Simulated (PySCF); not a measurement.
# C₅H₁₃B: NMR shifts at several levels of theory

Aim: compute the NMR shifts of C₅H₁₃B (`BC(C)(C)CC`) at several levels, and see how far they spread and what each costs.

The runs use PySCF 2.14.0, with density-fitted response routines of our own; the level of theory stands in each step. All values are computed, except where a source is named. Atoms are numbered from 0 throughout.

**1. The starting structure**

19 atoms, charge 0, multiplicity 1; geometry from: GFN2-xTB. The atoms were then displaced at random by about 0.03 Å, so the start is not that level's minimum.

Bonds of the start (Å): B0–C1 1.51, C1–C2 1.55, C1–C3 1.51, C1–C4 1.55, C4–C5 1.52, B0–H6 1.19, B0–H7 1.21, C2–H8 1.19, C2–H9 1.03, C2–H10 1.09, C3–H11 1.16, C3–H12 1.03, C3–H13 1.09, C4–H14 1.12, C4–H15 1.03, C5–H16 1.10, C5–H17 1.07, C5–H18 1.05.

**2. Geometry optimisation at PBE0-D3(BJ)/def2-SVP**

The job: settings as JSON, then the geometry in Å.

```
{"job": {"xc": "PBE0", "basis": "def2-SVP", "d3": "d3bj", "grid": 1, "shake": 0.03, "kind": "geom"}, "charge": 0, "multiplicity": 1}
B     -0.554690     1.556820     0.240400
C     -0.436230     0.049450     0.203640
C     -1.323310    -0.659660     1.252010
C     -0.877580    -0.337890    -1.184390
C      1.017320    -0.478770     0.326200
C      2.054990     0.157700    -0.586710
H      0.229700     2.356530    -0.175240
H     -1.593650     2.090430     0.565030
H     -0.941610    -0.348040     2.332750
H     -2.322440    -0.403810     1.209390
H     -1.190860    -1.742870     1.213490
H     -2.001040    -0.040370    -1.250880
H     -0.500210     0.151710    -2.007920
H     -0.971080    -1.418320    -1.268960
H      1.333230    -0.314030     1.388650
H      1.013250    -1.500330     0.228830
H      3.031230    -0.315240    -0.428840
H      1.760340     0.027630    -1.604020
H      2.190250     1.180990    -0.383760
```

Launch:

```console
OMP_NUM_THREADS=1 python probes_run.py task.json out
```

The driver reads the jobs from task.json and runs them one after another.

Log:

```text
step   0  E = -222.71796368  max force = 0.098329
step   1  E = -222.74777972  max force = 0.018106
step   2  E = -222.74920848  max force = 0.004277
step   3  E = -222.74962966  max force = 0.002944
step   4  E = -222.74972366  max force = 0.001841
step   5  E = -222.74980519  max force = 0.001198
step   6  E = -222.74984653  max force = 0.000922
step   7  E = -222.74986517  max force = 0.000476
step   8  E = -222.74987591  max force = 0.000930
step   9  E = -222.74988329  max force = 0.001222
step  10  E = -222.74989061  max force = 0.001122
step  11  E = -222.74989975  max force = 0.000591
step  12  E = -222.74990725  max force = 0.000232
optimisation converged
```

It took 1.8 min on 1 thread of Arm Neoverse V1, shared host; peak memory 0.58 GiB.

Along the way:

```csv
step,energy from step 0 (eV),largest force component (eV/Å)
0,0.0000,5.0563
1,-0.8113,0.9310
2,-0.8502,0.2199
3,-0.8617,0.1514
4,-0.8642,0.0947
5,-0.8665,0.0616
6,-0.8676,0.0474
7,-0.8681,0.0245
8,-0.8684,0.0478
9,-0.8686,0.0628
10,-0.8688,0.0577
11,-0.8690,0.0304
12,-0.8692,0.0119
```

Distances of close pairs at the start and the end, largest changes first:

```csv
bond,before (Å),after (Å),change (Å)
C2–H8,1.188,1.102,-0.086
C4–H15,1.026,1.107,+0.080
C3–H12,1.030,1.102,+0.072
C2–H9,1.032,1.101,+0.068
C3–H11,1.164,1.101,-0.063
B0–C1,1.512,1.565,+0.052
C5–H18,1.052,1.100,+0.048
C1–C3,1.507,1.550,+0.043
```

The next job starts from the end point, and lists it.

```csv
at the end point,value
point group (found at 0.08 Å tolerance),C1
"rotational constants (GHz, main isotopes)","4.484, 2.603, 2.424"
dipole moment (D),0.68
```

**3. Shielding tensors: PBE0/cc-pVDZ**

The job: settings as JSON, then the geometry in Å.

```
{"job": {"kind": "nmr", "xc": "PBE0", "basis": "cc-pVDZ", "pop": true}, "charge": 0, "multiplicity": 1}
B     -0.630056     1.592997     0.289894
C     -0.409371     0.044306     0.263453
C     -1.269445    -0.700099     1.286696
C     -0.963077    -0.243289    -1.155669
C      1.049670    -0.432473     0.387203
C      2.040602     0.091367    -0.640303
H      0.228200     2.374518    -0.053530
H     -1.725079     2.034106     0.565177
H     -0.909869    -0.525357     2.313394
H     -2.321302    -0.378719     1.243648
H     -1.240009    -1.789594     1.110263
H     -2.043209    -0.039442    -1.220151
H     -0.460669     0.336793    -1.946111
H     -0.812529    -1.311860    -1.391748
H      1.408732    -0.178347     1.400159
H      1.048146    -1.538477     0.348286
H      3.055625    -0.272194    -0.419585
H      1.792761    -0.243148    -1.659564
H      2.078489     1.190843    -0.651844
```

Method: GIAO PBE0/cc-pVDZ NMR shielding, non-relativistic, gas phase.

Log:

```text
coarse grid: 14576 points
cycle   1  E = -222.8439245356  dE =  2.491e-01  |g| = 3.956e-01  |ddm| = 7.461e+00
cycle   2  E = -222.8319772154  dE =  1.195e-02  |g| = 4.601e-01  |ddm| = 1.711e+00
cycle   3  E = -222.8898357874  dE = -5.786e-02  |g| = 3.946e-02  |ddm| = 8.563e-01
cycle   4  E = -222.8901302053  dE = -2.944e-04  |g| = 2.111e-02  |ddm| = 8.960e-02
cycle   5  E = -222.8902393429  dE = -1.091e-04  |g| = 2.895e-03  |ddm| = 3.590e-02
cycle   6  E = -222.8902414047  dE = -2.062e-06  |g| = 7.769e-04  |ddm| = 6.928e-03
final grid: 137088 points
cycle   7  E = -222.9028289336  dE = -4.581e-05  |g| = 9.642e-03  |ddm| = 7.418e-02
cycle   8  E = -222.9028175621  dE =  1.137e-05  |g| = 1.168e-02  |ddm| = 3.855e-02
cycle   9  E = -222.9028543524  dE = -3.679e-05  |g| = 7.627e-04  |ddm| = 2.080e-02
cycle  10  E = -222.9028544917  dE = -1.394e-07  |g| = 1.999e-04  |ddm| = 1.439e-03
cycle  11  E = -222.9028545012  dE = -9.455e-09  |g| = 3.643e-05  |ddm| = 3.700e-04
cycle  12  E = -222.9028545015  dE = -3.330e-10  |g| = 1.211e-05  |ddm| = 9.299e-05
converged SCF energy = -222.9028545015

GIAO shielding tensors (ppm)
atom      isotropic    diamagn.    paramagn.     s11        s22        s33       span
  0 B       33.389     200.731    -167.342    -33.766      4.135    129.798    163.565
  1 C      159.997     239.434     -79.437    146.400    155.135    178.455     32.055
  2 C      165.439     245.760     -80.321    142.262    160.657    193.397     51.135
  3 C      182.410     246.815     -64.405    170.930    177.913    198.386     27.456
  4 C      161.666     245.297     -83.631    144.898    159.518    180.583     35.685
  5 C      185.182     245.453     -60.271    177.741    181.319    196.486     18.745
  6 H       23.598      32.169      -8.571     17.051     25.705     28.038     10.987
  7 H       23.970      31.449      -7.478     17.355     26.864     27.692     10.337
  8 H       30.024      30.073      -0.049     26.145     27.679     36.248     10.104
  9 H       29.879      30.115      -0.236     25.912     27.371     36.354     10.442
 10 H       30.459      30.649      -0.190     27.208     28.787     35.382      8.175
 11 H       30.908      30.367       0.542     26.284     28.426     38.015     11.731
 12 H       30.690      31.730      -1.040     25.535     29.510     37.025     11.491
 13 H       30.689      31.146      -0.458     27.473     28.691     35.902      8.429
 14 H       29.725      31.454      -1.729     24.559     29.533     35.084     10.525
 15 H       30.247      32.004      -1.758     25.482     30.904     34.354      8.872
 16 H       30.335      27.914       2.421     25.899     27.745     37.361     11.461
 17 H       30.502      31.020      -0.518     25.805     30.177     35.524      9.720
 18 H       29.881      30.949      -1.068     25.274     28.044     36.324     11.050
```

It took 17 s on 1 thread of Arm Neoverse V1, shared host; peak memory 0.74 GiB.

Shifts follow as δ = σ(reference) − σ, with reference shieldings (ppm) from runs at the same level and on the same kind of geometry: 1H TMS 31.29, 13C TMS 196.8, 11B BF3·OEt2 113.8. The references are single molecules in the gas phase. Atoms listed in one row are averaged.

```csv
atoms,environment,σ (ppm),δ (ppm)
C1,fully substituted sp3 carbon bonded to B,160.0,36.8
C4,sp3 CH2,161.7,35.1
"C2, C3",methyl carbon,173.9,22.8
C5,methyl carbon,185.2,11.6
"H6, H7",hydrogen on a boron bonded to C,23.78,7.51
"H14, H15",hydrogen on an sp3 CH2,29.99,1.30
"H16, H17, H18",hydrogen on a methyl carbon,30.24,1.05
"H8, H9, H10, H11, H12, H13",hydrogen on a methyl carbon,30.44,0.85
B0,"boron bonded to C, 2 H",33.4,80.4
```

Charges from the same density, by scheme (e):

```csv
atoms,Mulliken,IAO,Hirshfeld,ESP fit
B0,0.07,0.06,0.14,0.13
C1,-0.28,-0.08,-0.04,0.51
"C2, C3",-0.02,-0.40,-0.10,-0.50
C4,-0.04,-0.24,-0.06,0.06
C5,-0.08,-0.41,-0.11,-0.34
```

Mayer bond orders: B0–C1 1.05, C1–C2 1.06, C1–C3 0.99, C1–C4 1.03, C4–C5 1.10.

**4. NMR shieldings: PBE0/aug-cc-pVDZ**

Same as in step 3 but for these lines:

```diff
@@ -1,2 +1,2 @@
-{"job": {"kind": "nmr", "xc": "PBE0", "basis": "cc-pVDZ", "pop": true}, "charge": 0, "multiplicity": 1}
+{"job": {"kind": "nmr", "xc": "PBE0", "basis": "aug-cc-pVDZ", "pop": true}, "charge": 0, "multiplicity": 1}
 B     -0.630056     1.592997     0.289894
```

Method: GIAO PBE0/aug-cc-pVDZ NMR shielding, non-relativistic, gas phase.

Log:

```text
coarse grid: 14576 points
cycle   1  E = -222.8538314613  dE =  2.345e-01  |g| = 4.088e-01  |ddm| = 1.512e+01
cycle   2  E = -222.8374520182  dE =  1.638e-02  |g| = 4.852e-01  |ddm| = 2.813e+00
cycle   3  E = -222.9020534098  dE = -6.460e-02  |g| = 4.467e-02  |ddm| = 1.251e+00
cycle   4  E = -222.9024480915  dE = -3.947e-04  |g| = 2.231e-02  |ddm| = 2.258e-01
cycle   5  E = -222.9025692530  dE = -1.212e-04  |g| = 3.110e-03  |ddm| = 6.663e-02
cycle   6  E = -222.9025715916  dE = -2.339e-06  |g| = 8.447e-04  |ddm| = 1.682e-02
final grid: 137088 points
cycle   7  E = -222.9153809734  dE = -7.623e-05  |g| = 9.600e-03  |ddm| = 5.209e-01
cycle   8  E = -222.9153692070  dE =  1.177e-05  |g| = 1.167e-02  |ddm| = 7.965e-02
cycle   9  E = -222.9154059812  dE = -3.677e-05  |g| = 8.404e-04  |ddm| = 3.127e-02
cycle  10  E = -222.9154061455  dE = -1.643e-07  |g| = 2.809e-04  |ddm| = 3.343e-03
cycle  11  E = -222.9154061642  dE = -1.868e-08  |g| = 5.275e-05  |ddm| = 1.134e-03
cycle  12  E = -222.9154061649  dE = -6.854e-10  |g| = 1.460e-05  |ddm| = 3.284e-04
converged SCF energy = -222.9154061649

GIAO shielding tensors (ppm)
atom      isotropic    diamagn.    paramagn.     s11        s22        s33       span
  0 B       30.838     228.815    -197.977    -36.461      1.226    127.751    164.212
  1 C      158.776     190.329     -31.554    145.236    154.032    177.059     31.823
  2 C      165.873     197.057     -31.184    142.299    160.790    194.529     52.230
  3 C      182.870     193.731     -10.862    170.807    178.865    198.937     28.131
  4 C      161.083     202.186     -41.103    144.910    158.604    179.736     34.826
  5 C      184.619     209.978     -25.358    177.592    180.068    196.198     18.607
  6 H       23.712      25.112      -1.400     17.089     25.870     28.177     11.089
  7 H       24.105      23.692       0.413     17.437     27.042     27.836     10.399
  8 H       30.082      26.173       3.909     26.174     27.756     36.317     10.143
  9 H       29.935      26.714       3.221     25.948     27.411     36.445     10.497
 10 H       30.523      23.529       6.994     27.278     28.821     35.469      8.192
 11 H       30.987      27.792       3.195     26.391     28.453     38.116     11.726
 12 H       30.761      27.782       2.979     25.586     29.563     37.133     11.546
 13 H       30.809      22.893       7.917     27.558     28.840     36.030      8.473
 14 H       29.781      25.540       4.241     24.593     29.654     35.097     10.505
 15 H       30.280      23.782       6.498     25.534     30.987     34.319      8.784
 16 H       30.354      27.013       3.341     25.904     27.753     37.406     11.502
 17 H       30.565      27.259       3.305     25.911     30.224     35.558      9.646
 18 H       29.934      26.215       3.719     25.397     28.110     36.296     10.899
```

Wall time 37 s (1 thread of Arm Neoverse V1, shared host); peak memory 0.95 GiB.

This run: δ C1 36.3, C4 34.0, C2 20.7, C5 10.5, H6 7.49, H14 1.36 ppm (means over like atoms).

**5. NMR shieldings: PBE0/pcSseg-0**

Same as in step 4 but for these lines:

```diff
@@ -1,2 +1,2 @@
-{"job": {"kind": "nmr", "xc": "PBE0", "basis": "aug-cc-pVDZ", "pop": true}, "charge": 0, "multiplicity": 1}
+{"job": {"kind": "nmr", "xc": "PBE0", "basis": "pcSseg-0", "pop": true}, "charge": 0, "multiplicity": 1}
 B     -0.630056     1.592997     0.289894
```

With the program's defaults for keys left out, this is: GIAO PBE0/pcSseg-0 NMR shielding, non-relativistic, gas phase.

Log:

```text
coarse grid: 14576 points
cycle   1  E = -222.4025415773  dE =  1.461e-01  |g| = 3.046e-01  |ddm| = 3.824e+00
cycle   2  E = -222.4004734938  dE =  2.068e-03  |g| = 3.300e-01  |ddm| = 8.220e-01
cycle   3  E = -222.4295337761  dE = -2.906e-02  |g| = 1.971e-02  |ddm| = 4.587e-01
cycle   4  E = -222.4295998683  dE = -6.609e-05  |g| = 1.323e-02  |ddm| = 4.318e-02
cycle   5  E = -222.4296453606  dE = -4.549e-05  |g| = 1.433e-03  |ddm| = 1.645e-02
cycle   6  E = -222.4296459056  dE = -5.449e-07  |g| = 4.487e-04  |ddm| = 2.756e-03
final grid: 137088 points
cycle   7  E = -222.4051277903  dE = -4.431e-05  |g| = 6.514e-03  |ddm| = 3.691e-02
cycle   8  E = -222.4051250625  dE =  2.728e-06  |g| = 7.278e-03  |ddm| = 1.627e-02
cycle   9  E = -222.4051388946  dE = -1.383e-05  |g| = 3.069e-04  |ddm| = 9.316e-03
cycle  10  E = -222.4051389179  dE = -2.331e-08  |g| = 1.462e-04  |ddm| = 7.720e-04
cycle  11  E = -222.4051389232  dE = -5.318e-09  |g| = 2.345e-05  |ddm| = 1.672e-04
cycle  12  E = -222.4051389233  dE = -1.444e-10  |g| = 6.282e-06  |ddm| = 4.663e-05
converged SCF energy = -222.4051389233

GIAO shielding tensors (ppm)
atom      isotropic    diamagn.    paramagn.     s11        s22        s33       span
  0 B       18.826     191.910    -173.084    -49.988    -18.388    124.855    174.842
  1 C      159.228     242.543     -83.315    144.117    153.359    180.209     36.092
  2 C      159.982     245.799     -85.817    134.498    154.657    190.791     56.293
  3 C      178.647     247.891     -69.243    164.634    174.898    196.410     31.775
  4 C      159.946     242.932     -82.986    141.405    157.399    181.033     39.628
  5 C      180.914     245.195     -64.280    172.451    176.574    193.719     21.268
  6 H       24.412      29.606      -5.194     17.573     26.801     28.861     11.288
  7 H       24.639      30.431      -5.792     17.801     27.489     28.628     10.827
  8 H       31.381      30.539       0.842     27.113     28.880     38.150     11.037
  9 H       31.230      31.347      -0.117     26.800     28.596     38.294     11.494
 10 H       31.727      30.629       1.098     28.014     29.843     37.324      9.310
 11 H       32.347      31.539       0.808     27.493     29.660     39.888     12.395
 12 H       32.168      30.398       1.770     26.611     30.979     38.915     12.304
 13 H       32.054      30.629       1.425     28.607     29.822     37.733      9.125
 14 H       31.436      31.933      -0.497     25.827     31.165     37.316     11.489
 15 H       31.857      31.849       0.008     26.606     32.645     36.320      9.714
 16 H       31.781      29.328       2.453     26.988     28.983     39.370     12.382
 17 H       31.865      29.355       2.510     26.767     31.568     37.260     10.493
 18 H       31.323      29.186       2.136     26.392     29.614     37.962     11.569
```

Wall time 7.2 s (1 thread of Arm Neoverse V1, shared host); peak memory 0.5 GiB.

This run: δ C1 34.3, C4 33.6, C2 24.2, C5 12.6, H6 8.31, H14 1.19 ppm (means over like atoms).

**6. Comparing the runs: NMR shifts**

Shifts (ppm) of some atoms, chosen among heavy atoms and hydrogens apart, means over like atoms, with basis size and wall time:

```csv
run,C1,C4,C2,C5,H6,H14,B0,functions,time
PBE0/cc-pVDZ,36.8,35.1,22.8,11.6,7.51,1.30,80.4,149,17 s
PBE0/aug-cc-pVDZ,36.3,34.0,20.7,10.5,7.49,1.36,79.3,255,37 s
PBE0/pcSseg-0,34.3,33.6,24.2,12.6,8.31,1.19,86.1,80,7.2 s
```

**7. Results**

```
                                                              quantity                       value
                                                           point group                          C1
                                  rotational constants (main isotopes)        4.48, 2.60, 2.42 GHz
13C shifts against TMS (PBE0/cc-pVDZ, means over atoms taken as alike)  36.8, 35.1, 22.8, 11.6 ppm
 1H shifts against TMS (PBE0/cc-pVDZ, means over atoms taken as alike)  7.51, 1.30, 1.05, 0.85 ppm
                            11B shifts against BF3·OEt2 (PBE0/cc-pVDZ)                    80.4 ppm
                                              range of the shift of B0            79.3 to 86.1 ppm
```

**Reading.** Single values in the summary come from the first run of each kind that ended normally (PBE0/cc-pVDZ), which need not be the best level. The start was shaken at random, so part of the energy gained undoes that. The optimisation took 12 steps and gained 0.869 eV; among the close pairs (by a distance rule), C2–H8 changed most, from 1.188 to 1.102 Å. No frequency check was run at this level, so the end point may be a saddle. At PBE0/cc-pVDZ: The widest tensor belongs to B0: span 164 ppm, with a paramagnetic part of -167 ppm. Across the 3 runs the shift of B0 moves most, between 79.3 (PBE0/aug-cc-pVDZ) and 86.1 ppm (PBE0/pcSseg-0).
